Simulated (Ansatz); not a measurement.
Zr3Tl, space group Pm-3m: a comparison of functionals at one structure, run with the Ansatz DFT code, driven from Python.

Contents of `zr3tl.extxyz`:
```text
4
Lattice="4.47389973 0.0 0.0 0.0 4.47389973 0.0 0.0 0.0 4.47389973" Properties=species:S:1:pos:R:3 pbc="T T T"
Zr    0.00000000    2.23694987    2.23694987
Zr    2.23694987    0.00000000    2.23694987
Zr    2.23694987    2.23694987    0.00000000
Tl    0.00000000    0.00000000    0.00000000
```

`xc_zr3tl.py`
```python
"""Functional comparison for Zr3Tl (totals differ with the potentials too)."""

from dataclasses import dataclass

import ansatz as az
from tabulate import tabulate


@dataclass
class Settings:
    mesh: tuple[int, ...] = (3, 3, 3)
    smearing_width: float = 0.02


settings = Settings()

cell = az.Crystal.from_extxyz("zr3tl.extxyz")

calculation = (
    cell.calculation()
    .pseudopotentials("nc")
    .accuracy("medium")
    .kpoints(*settings.mesh, center="gamma")
    .occupations(az.OccupationsMethod.GAUSSIAN, width=settings.smearing_width)
    .stress()
)

rows = []
for value in ["pbesol", "lda", "blyp"]:
    rep = calculation.functional(value).run(threads=1).report
    rows.append((value, rep["free_energy_ev"] / len(rep["lattice"]["sites"]), rep["n_iterations"], sum(rep["stress_gpa"][i][i] for i in range(3)) / 3, rep["n_kpoints"]))

print(tabulate(rows, headers=["functional", "F/atom (eV)", "iterations", "P (GPa)", "k-points"], floatfmt=".4f", tablefmt="plain"))
```

Which functional puts this cell under the lowest pressure, and which under the highest?

From lowest to highest: LDA (-6.9 GPa), PBEsol (-3.9 GPa) and BLYP (4.6 GPa). At a fixed cell a lower pressure usually means a smaller equilibrium volume, so LDA prefers the smallest cell and BLYP the largest.

What the script printed:

```console
$ python xc_zr3tl.py
DeckWarning: basis.ecutwfc = 897.975746 eV, auto-derived from the records' recommended cutoffs: set by Zr (normal level)
DeckWarning: basis.ecutwfc = 952.398519 eV, auto-derived from the records' recommended cutoffs: set by Zr (normal level)
functional      F/atom (eV)    iterations    P (GPa)    k-points
pbesol           -1445.6355             7    -3.9377           4
lda              -1447.3348             7    -6.8562           4
blyp             -1528.1428             9     4.5708           4
```
(Warnings from the package without file and line, repeats left out.)

Reading the output:
- Such functionals run on norm-conserving files made under PBE, which can move pressures by some GPa.
- BLYP can be off by several per cent in the lattices of metals, and by several GPa in the pressure at a fixed cell.
- For a metal this mesh is far too coarse, so the numbers only illustrate the procedure.
- Pressure is positive in compression.
- Spin-orbit coupling, which matters for elements this heavy, is left out.
- This cell is a computed structure, which may not be the phase found in nature.
- Total energies of different functionals can't be compared; pressures, moments and gaps at this one structure can.
- Wall time of the script: 3.2 s on 1 thread of Intel(R) Xeon(R) 6975P-C (Granite Rapids), with other jobs on the host, peak memory 0.41 GiB.

(Lines on the test bed's own set-up are left out of the output.)
